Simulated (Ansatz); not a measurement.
# CH₅AlClN: a ladder of functionals and wavefunction methods

Aim: compute CH₅AlClN with functionals from several rungs and with coupled cluster. The yardstick is the atomisation energy at the CCSD(T) limit.

The runs use Ansatz 0.2.0, Gaussian basis; functionals in def2-TZVPP, the program's frozen cores in correlated methods.

Levels to be run: PBE-D4, r2SCAN-D4, PBE0-D4, B3LYP-D4, ωB97X-V, ωB97M-V, B2PLYP; CCSD(T)/def2-TZVPP; CCSD(T)/def2-QZVPP; extrapolation to the limit.

## 1. The relaxed structure

The geometry comes from an earlier relaxation with PBE0-D4 in a triple-zeta def2 set; it is a stationary point, not always the lowest conformer.

SMILES `C[NH][AlH][Cl]`, 9 atoms, charge 0, spin multiplicity 1.

Atoms are counted from 1 here; the program's logs count them from 0.

Bond lengths: C1–N2 1.448 Å, C1–H5 1.096 Å, C1–H6 1.096 Å, C1–H7 1.092 Å, N2–Al3 1.758 Å, N2–H8 1.010 Å, Al3–Cl4 2.100 Å, Al3–H9 1.571 Å. Angles: N2–C1–H5 112.1°, N2–C1–H6 112.1°, N2–C1–H7 109.8°, H5–C1–H6 107.8°, H5–C1–H7 107.4°, H6–C1–H7 107.4°, C1–N2–Al3 129.6°, C1–N2–H8 112.1°, Al3–N2–H8 118.3°, N2–Al3–Cl4 117.6°, N2–Al3–H9 121.4°, Cl4–Al3–H9 121.0°.

## 2. PBE-D4 (GGA)

File in.yaml:

```yaml
crystal:
  periodic: [false, false, false]
  atoms:
    - {symbol: C, position_ang: [-0.465102, 1.083669, -0.520350]}
    - {symbol: N, position_ang: [-0.051679, 0.219307, 0.565979]}
    - {symbol: Al, position_ang: [0.596258, -1.413646, 0.513119]}
    - {symbol: Cl, position_ang: [0.832463, -2.305454, -1.373712]}
    - {symbol: H, position_ang: [0.118319, 2.010700, -0.554592]}
    - {symbol: H, position_ang: [-1.524273, 1.356040, -0.450336]}
    - {symbol: H, position_ang: [-0.322115, 0.572974, -1.474452]}
    - {symbol: H, position_ang: [-0.169685, 0.658335, 1.467611]}
    - {symbol: H, position_ang: [0.985803, -2.181925, 1.826734]}
basis:
  gaussian: {orbitals: def2-TZVPP}
hamiltonian: {xc: pbe, dispersion: d4}
output: {forces: true, orbitals: {seedname: orbitals}}
```

Run with:

```bash
ansatz run in.yaml --threads 2 --pin off --events-out ev --progress --plain --max-ram 32768MiB --backend cpu
```

The runs that follow: r2SCAN-D4 (meta-GGA); PBE0-D4 (hybrid); B3LYP-D4 (hybrid); ωB97X-V (range-separated); ωB97M-V (range-separated); B2PLYP (double hybrid); CCSD(T) in def2-TZVPP; CCSD(T) in def2-QZVPP.

**Question.** What will the summary of the whole plan be? Wanted: atomisation energy, CCSD(T)/CBS; farthest; mean size of error, hybrid; mean size of error, range-separated; gap, smallest and largest; T1 diagnostic; triples share of the correlation energy.

As calculated:

```
                               quantity                                           value
        atomisation energy, CCSD(T)/CBS                                   3101.5 kJ/mol
 functionals within 15.5 kJ/mol (0.5 %)  r2SCAN-D4, PBE0-D4, B3LYP-D4, ωB97X-V, ωB97M-V
                               farthest                           B2PLYP (-38.9 kJ/mol)
             mean size of error, hybrid                                     10.4 kJ/mol
    mean size of error, range-separated                                      8.9 kJ/mol
              gap, smallest and largest            4.56 eV (PBE-D4), 10.92 eV (ωB97X-V)
                          T1 diagnostic                                          0.0103
triples share of the correlation energy                                           3.7 %
```

**Reading.** PBE-D4 is off by +28.2 kJ/mol. Double hybrids carry the basis error of their MP2 part in triple zeta, and no dispersion term here, so their miss is partly the set-up's. The reference freezes the cores and leaves out relativity and excitations past (T), so misses under about 15.5 kJ/mol can't be ranked. Hartree-Fock recovers 73 % of the binding; the rest is correlation. Orbital gaps span 4.6 to 10.9 eV; exact exchange widens them.
